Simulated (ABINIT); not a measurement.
# HfMoC2 (P4/mmm) in ABINIT: settings compared

The runs below take HfMoC2 through band structure, with PBEsol, LDA.

Program: ABINIT 10.8.3 (patched build). These are calculated values, not measurements. Logs are shortened: lines on timing, memory, paths and dates and some standing lists are left out, and cuts for length are marked. The log counts tension as positive stress, the text compression.

## (1) The crystal as given

It takes space group P4/mmm (No. 123, tetragonal). Conventional cell: a = 3.191 Å, b = 3.191 Å, c = 4.485 Å, α = 90.00°, β = 90.00°, γ = 90.00°. Hf (site symmetry 4/mmm) has 6 C at 2.24 to 2.26 Å as nearest neighbours. Around Mo (site symmetry 4/mmm) lie 6 C at 2.24 to 2.26 Å. Around C (site symmetry 4/mmm) lie 2 Mo at 2.24 Å and 4 Hf at 2.26 Å. C (site symmetry 4/mmm) has 2 Hf at 2.24 Å and 4 Mo at 2.26 Å as nearest neighbours.

The cell comes from a database or a generator and needn't be the stable form of this composition.

## (2) Band structure, PBEsol

run.abi reads:

```
# Datasets: ground state, then fixed potential
ndtset 2

# Pseudopotentials
pp_dirpath "./"
pseudos "Hf.upf, Mo.upf, C.upf"

# Structure
acell 3*1.0
rprim
     6.0309154178     0.0000000000     0.0000000000
     0.0000000000     6.0309154178     0.0000000000
     0.0000000000     0.0000000000     8.4757315840
ntypat 3
znucl 72 42 6
natom 4
typat 1 2 3 3
xred
     0.0000000000     0.0000000000     0.0000000000
     0.5000000000     0.5000000000     0.5000000000
     0.5000000000     0.5000000000     0.0000000000
     0.0000000000     0.0000000000     0.5000000000

# Plane-wave basis
ecut 1115.666836 eV

# Exchange and correlation
ixc -116133

# Bands and occupations
occopt 3
tsmear 0.05 eV

# SCF cycle
nstep 100

# Output
iomode 3
prtwf 0
prteig 0
prtebands 0
enunit 1
prtden1 1

# Dataset 1
kptopt1 1
ngkpt1 8 8 6
nshiftk1 1
shiftk1 0.0 0.0 0.0
nband1 21
tolvrs1 1.0e-10

# Dataset 2: bands along G-X-M-G-Z-R-A-Z
iscf2 -2
getden2 1
nband2 27
nbdbuf2 4
tolwfr2 1.0e-11
kptopt2 -7
ndivsm2 6
prteig2 1
prtvol2 -3
kptbounds2
     0.0000000000     0.0000000000     0.0000000000
     0.0000000000     0.5000000000     0.0000000000
     0.5000000000     0.5000000000     0.0000000000
     0.0000000000     0.0000000000     0.0000000000
     0.0000000000     0.0000000000     0.5000000000
     0.0000000000     0.5000000000     0.5000000000
     0.5000000000     0.5000000000     0.5000000000
     0.0000000000     0.0000000000     0.5000000000
```

Potentials or basis: PseudoDojo NC SR PBEsol v0.4.1 standard.

Run with:

```bash
$ abinit run.abi > log 2>&1
```

run.abo:

```text
.Version 10.8.3 of ABINIT
 DATASET    1 : space group P4/m m m (#123); Bravais tP (primitive tetrag.)
================================================================================
 Values of the parameters that define the memory need for DATASET  1.
     intxc =       0    ionmov =       0      iscf =       7    lmnmax =       8
     lnmax =       8     mgfft =      50  mpssoang =       4    mqgrid =    3001
     natom =       4  nloc_mem =       1    nspden =       1   nspinor =       1
    nsppol =       1      nsym =      16    n1xccc =    2501    ntypat =       3
    occopt =       3   xclevel =       2
       mpw =        3904          nfft =       64800          nkpt =          60
================================================================================
================================================================================

 DATASET    2 : space group P4/m m m (#123); Bravais tP (primitive tetrag.)
================================================================================
 Values of the parameters that define the memory need for DATASET  2.
     intxc =       0    ionmov =       0      iscf =      -2    lmnmax =       8
     lnmax =       8     mgfft =      50  mpssoang =       4    mqgrid =    3001
     natom =       4  nloc_mem =       1    nspden =       1   nspinor =       1
    nsppol =       1      nsym =      16    n1xccc =    2501    ntypat =       3
    occopt =       3   xclevel =       2
       mpw =        3904          nfft =       64800          nkpt =          63
================================================================================
================================================================================

--------------------------------------------------------------------------------
------------- Echo of variables that govern the present computation ------------
--------------------------------------------------------------------------------
 -outvars: echo values of preprocessed input variables --------
            acell      1.0000000000E+00  1.0000000000E+00  1.0000000000E+00 Bohr
              amu      1.78490000E+02  9.59400000E+01  1.20110000E+01
             ecut      4.10000000E+01 Hartree
           enunit           1
           getden1          0
           getden2          1
             iscf1          7
             iscf2         -2
              ixc     -116133
           jdtset        1    2
           kptopt1          1
           kptopt2         -7
         kptrlatt        8    0    0      0    8    0      0    0    6
          kptrlen1     4.82473233E+01
          kptrlen2     3.00000000E+01
            natom           4
            nband1         21
            nband2         27
[... 961 lines left out ...]
       0.000000000000      0.000000000000      0.000000000000
       0.500000000000      0.500000000000      0.500000000000
       0.500000000000      0.500000000000      0.000000000000
       0.000000000000      0.000000000000      0.500000000000

 cartesian coordinates (angstrom) at end:
    1      0.00000000000000     0.00000000000000     0.00000000000000
    2      1.59571149890910     1.59571149890910     2.24258199847040
    3      1.59571149890910     1.59571149890910     0.00000000000000
    4      0.00000000000000     0.00000000000000     2.24258199847040
 length scales=  1.000000000000  1.000000000000  1.000000000000 bohr
              =  0.529177210544  0.529177210544  0.529177210544 angstroms
 Eigenvalues (   eV  ) for nkpt=  63  k points:
 kpt#   1, nband= 27, wtk=  1.00000, kpt=  0.0000  0.0000  0.0000 (reduced coord)
 -48.12432  -47.55215  -22.19970  -22.13499  -22.13499  -16.46234  -16.16673  -16.16673
   0.28707    2.05125    9.77106   10.05112   12.45153   12.45153   12.61368   12.61368
  13.41127   13.41416   13.92050   13.94882   13.94882   14.24077   17.96946   18.40125
  18.40125   20.98183   21.54582
 kpt#   2, nband= 27, wtk=  1.00000, kpt=  0.0000  0.0625  0.0000 (reduced coord)
 -48.12353  -47.55146  -22.19838  -22.14471  -22.13373  -16.46126  -16.18759  -16.16424
   0.35365    2.10225    9.72454   10.02426   12.12713   12.27834   12.47985   12.57245
  12.96970   13.14409   13.92070   14.07011   14.54707   14.76123   18.31962   18.35984
  18.39213   21.11687   21.50922
 kpt#   3, nband= 27, wtk=  1.00000, kpt=  0.0000  0.1250  0.0000 (reduced coord)
 -48.12128  -47.54951  -22.19463  -22.17229  -22.13013  -16.45818  -16.24649  -16.15712
   0.54856    2.25040    9.54982    9.95001   11.36345   11.89110   12.12248   12.56280
  12.57016   12.57312   14.24331   14.39480   15.38785   15.57638   18.23908   18.36877
  19.20157   21.40261   21.49383
 kpt#   4, nband= 27, wtk=  1.00000, kpt=  0.0000  0.1875  0.0000 (reduced coord)
 -48.11792  -47.54657  -22.21332  -22.18899  -22.12473  -16.45357  -16.33332  -16.14644
[... 284 lines left out ...]
 -48.11914  -47.55231  -22.19257  -22.15011  -22.14752  -16.49926  -16.20056  -16.19841
   2.03459    2.09894    8.41100    8.74121   10.00614   10.78514   10.95396   11.23335
  12.60089   13.28318   14.59069   15.34280   15.99928   18.60549   18.64448   18.68825
  19.22348   21.50741   24.40702
 kpt#  62, nband= 27, wtk=  1.00000, kpt=  0.0417  0.0417  0.5000 (reduced coord)
 -48.12094  -47.55442  -22.19418  -22.13754  -22.13685  -16.50713  -16.17757  -16.17699
   1.85937    1.96130    8.46911    8.88066   10.20485   11.35720   11.52840   11.60715
  12.23220   12.71252   13.94089   15.66891   15.94188   18.06799   18.29089   18.78602
  18.93719   20.97528   24.65522
 kpt#  63, nband= 27, wtk=  1.00000, kpt=  0.0000  0.0000  0.5000 (reduced coord)
 -48.12156  -47.55513  -22.19471  -22.13321  -22.13321  -16.50988  -16.16967  -16.16967
   1.79916    1.91398    8.48857    8.92924   10.29425   11.62501   11.62501   12.08411
  12.08411   12.38283   13.52373   15.92841   15.92841   17.69732   18.18180   18.83679
  18.83679   20.79952   24.53518

== END DATASET(S) ==============================================================
================================================================================

 -outvars: echo values of variables after computation  --------
            acell      1.0000000000E+00  1.0000000000E+00  1.0000000000E+00 Bohr
           etotal1    -1.3873185697E+02
            fcart1    -0.0000000000E+00 -0.0000000000E+00 -0.0000000000E+00
                      -0.0000000000E+00 -0.0000000000E+00 -0.0000000000E+00
                      -0.0000000000E+00 -0.0000000000E+00 -0.0000000000E+00
                      -0.0000000000E+00 -0.0000000000E+00 -0.0000000000E+00
            rprim      6.0309154178E+00  0.0000000000E+00  0.0000000000E+00
                       0.0000000000E+00  6.0309154178E+00  0.0000000000E+00
                       0.0000000000E+00  0.0000000000E+00  8.4757315840E+00
           strten1     2.3708859343E-04  2.3708859343E-04  3.8489926359E-04
                       0.0000000000E+00  0.0000000000E+00  0.0000000000E+00
           xangst      0.0000000000E+00  0.0000000000E+00  0.0000000000E+00
                       1.5957114989E+00  1.5957114989E+00  2.2425819985E+00
                       1.5957114989E+00  1.5957114989E+00  0.0000000000E+00
                       0.0000000000E+00  0.0000000000E+00  2.2425819985E+00
             xred      0.0000000000E+00  0.0000000000E+00  0.0000000000E+00
                       5.0000000000E-01  5.0000000000E-01  5.0000000000E-01
                       5.0000000000E-01  5.0000000000E-01  0.0000000000E+00
                       0.0000000000E+00  0.0000000000E+00  5.0000000000E-01
 Calculation completed.
```

Run time: 14 min. Hardware: 1 thread of Arm Neoverse V1, shared host; peak memory 0.16 GiB.

Results:

```
Free energy                                           : -3775.0861 eV
Pressure                                              : -8.4 GPa
Band gap on the k mesh                                : none (metal or under the smearing width)
Valence electrons inside the program's atomic spheres : Hf 8.50; Mo 10.43; C 3.95, 3.89
```

Stress tensor (GPa, compression positive):
```
 -6.98   0.00   0.00
  0.00  -6.98   0.00
  0.00   0.00 -11.32
```

Levels at the corners of the path, in eV from the Fermi level:
| point | band 14 | band 15 | band 16 | band 17 | band 18 | band 19 | band 20 | band 21 |
| --- | --- | --- | --- | --- | --- | --- | --- | --- |
| Γ | -1.36 | -1.20 | -1.20 | -0.40 | -0.40 | 0.11 | 0.14 | 0.14 |
| X | -4.27 | -3.81 | -3.70 | -0.41 | 0.97 | 2.23 | 3.15 | 3.27 |
| M | -3.88 | -1.26 | -1.03 | -1.03 | -0.93 | 1.08 | 1.41 | 2.50 |
| Γ | -1.36 | -1.20 | -1.20 | -0.40 | -0.40 | 0.11 | 0.14 | 0.14 |
| Z | -2.19 | -2.19 | -1.73 | -1.73 | -1.43 | -0.29 | 2.12 | 2.12 |
| R | -5.17 | -4.36 | -4.27 | 1.02 | 1.08 | 1.76 | 4.53 | 5.33 |
| A | -4.21 | -4.21 | -4.21 | 1.11 | 1.11 | 1.41 | 3.11 | 3.11 |
| Z | -2.19 | -2.19 | -1.73 | -1.73 | -1.43 | -0.29 | 2.12 | 2.12 |

Caveat: the highest band is partly filled, so the run has too few bands; spin-orbit coupling is left out, which moves the levels of the heavy elements.

## (3) Band structure, LDA

Changes to run.abi since step 2:

```diff
@@ -5,3 +5,3 @@
 pp_dirpath "./"
-pseudos "Hf.upf, Mo.upf, C.upf"
+pseudos "Hf.LDA_PW-JTH.xml, Mo.LDA_PW-JTH.xml, C.LDA_PW-JTH.xml"
 
@@ -24,6 +24,7 @@
 # Plane-wave basis
-ecut 1115.666836 eV
+ecut 517.016339 eV
+pawecutdg 38.0
 
 # Exchange and correlation
-ixc -116133
+ixc 7
 
@@ -50,3 +51,3 @@
 nband1 21
-tolvrs1 1.0e-10
+tolvrs1 1.0e-9
```

Potentials or basis: JTH PAW LDA v2.0.

Run with:

```bash
$ abinit run.abi > log 2>&1
```

Run time: 1.7 min. Hardware: 1 thread of Arm Neoverse V1, shared host; peak memory 0.12 GiB.

The run converged. Its results:

```
Free energy                                           : -3562.7594 eV
Pressure                                              : -14.4 GPa
Band gap on the k mesh                                : none (metal or under the smearing width)
Valence electrons inside the program's atomic spheres : Hf 9.78; Mo 11.19; C 2.43, 2.40
```

Stress tensor (GPa, compression positive):
```
-12.89   0.00   0.00
  0.00 -12.89   0.00
  0.00   0.00 -17.37
```

Levels at the corners of the path, in eV from the Fermi level:
```csv
point,band 15,band 16,band 17,band 18,band 19,band 20
Γ,-1.19,-1.19,-0.41,-0.39,0.10,0.13
X,-3.78,-3.67,-0.40,0.97,2.22,3.18
M,-1.25,-1.02,-1.02,-0.92,1.09,1.41
Γ,-1.19,-1.19,-0.41,-0.39,0.10,0.13
Z,-2.17,-1.72,-1.72,-1.43,-0.28,2.11
R,-4.34,-4.25,1.02,1.09,1.77,4.48
A,-4.15,-4.15,1.12,1.12,1.42,3.07
Z,-2.17,-1.72,-1.72,-1.43,-0.28,2.11
```

Caveat: the highest band is partly filled, so the run has too few bands; spin-orbit coupling is left out, which moves the levels of the heavy elements.
